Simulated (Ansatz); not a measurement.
# Re: response to strain

Aim: deform Re (zz strain of -1 %) and compute stress, forces and field gradients with LAPW, PAW and all-electron datasets made for the crystal.

Program: Ansatz 0.2.0. Level of theory: DFT PBEsol, scalar-relativistic. These are calculated values, not measurements.

## (1) The structure to begin with

Symmetry: Fm-3m, No. 225, cubic system. Conventional cell: a = 3.950 Å, b = 3.950 Å, c = 3.950 Å, α = 90.00°, β = 90.00°, γ = 90.00°. Around Re (site symmetry m-3m) lie 12 Re at 2.79 Å.

Coordinates:

```cif
data_structure
_symmetry_space_group_name_H-M 'Fm-3m'
_symmetry_Int_Tables_number 225
_cell_length_a 3.9500
_cell_length_b 3.9500
_cell_length_c 3.9500
_cell_angle_alpha 90.000
_cell_angle_beta 90.000
_cell_angle_gamma 90.000
_cell_volume 61.63
loop_
_atom_site_label
_atom_site_type_symbol
_atom_site_symmetry_multiplicity
_atom_site_Wyckoff_symbol
_atom_site_fract_x
_atom_site_fract_y
_atom_site_fract_z
_atom_site_occupancy
Re1 Re 4 a 0.00000 0.00000 0.00000 1
```

The file gives the conventional cell by its symmetry; the runs use the cell typed in the input.

## (2) After the deformation

Space group Fm-3m before, I4/mmm after.

## (3) LAPW, all electrons

input.yaml

```yaml
crystal:
  lattice:
    - [0.0, 1.975, 1.95525]
    - [1.975, 0.0, 1.95525]
    - [1.975, 1.975, 0.0]
  atoms:
    - { symbol: Re, position: [0.0, 0.0, 0.0] }
kpoints:
  mp_grid: { grid: [14, 14, 14] }
  band_path:
    path:
      - [0.0, 0.0, 0.0]
      - [0.0, 0.5, 0.5]
      - [0.25, 0.75, 0.5]
      - [0.0, 0.5, 0.0]
      - [0.0, 0.0, 0.0]
      - [0.5, 0.5, 0.0]
      - [0.3775380063, 0.6224619937, 0.0]
      - [-0.3775380063, 0.3775380063, 0.0]
      - [0.0, 0.0, 0.0]
    npoints: 5
scf:
  occupations: { method: fermi_dirac, width: 0.05 }
hamiltonian:
  xc: pbesol
  pseudopotentials: { kind: all_electron, lapw: { basis_error: 0.00025 } }
output:
  forces: true
  stress: true
  eigenvalues: true
```

Started as:

```console
$ ansatz run input.yaml --threads 1 --pin off --max-ram 3072MiB --backend cpu --events-out ev --progress --plain --runs-dir out
```

## (4) PAW on the default files

input.yaml

```yaml
crystal:
  lattice:
    - [0.0, 1.975, 1.95525]
    - [1.975, 0.0, 1.95525]
    - [1.975, 1.975, 0.0]
  atoms:
    - { symbol: Re, position: [0.0, 0.0, 0.0] }
kpoints:
  mp_grid: { grid: [14, 14, 14] }
scf:
  occupations: { method: fermi_dirac, width: 0.05 }
hamiltonian:
  xc: pbesol
  pseudopotentials: { kind: paw }
output:
  forces: true
  stress: true
  eigenvalues: true
  efg: { contact_densities: true }
  write_density: true
  write_potential: true
  elf: true
  volumetric_format: npy
```

## (5) All-electron PAW on datasets made for the crystal

input.yaml, as its differences from that of step 4:

```diff
@@ -13,3 +13,3 @@
   xc: pbesol
-  pseudopotentials: { kind: paw }
+  pseudopotentials: { kind: all_electron, datasets: crystal }
 output:
@@ -19,5 +19 @@
   efg: { contact_densities: true }
-  write_density: true
-  write_potential: true
-  elf: true
-  volumetric_format: npy
```

(Steps that only read results are left out.)

Q: Predict the outcome of this session. Wanted: pressure; largest shear or deviatoric stress.

**Answer**, as computed:

| quantity | value |
| --- | --- |
| pressure | LAPW -15.28, PAW -15.40, crystal datasets -15.28 GPa |
| largest shear or deviatoric stress (LAPW) | 1.30 GPa |

In words: The largest part of the stress beyond the pressure is 1.30 GPa in size, in the zz component. No run of the undeformed cell stands beside it, so the pressure holds what the given cell had before the change. PAW: stress within 0.12 GPa of LAPW. Crystal datasets: stress within 0.01 GPa of LAPW. Spin-orbit coupling is left out, though the cell holds Re; in elements this heavy it can shift bands and gaps by tenths of an eV.
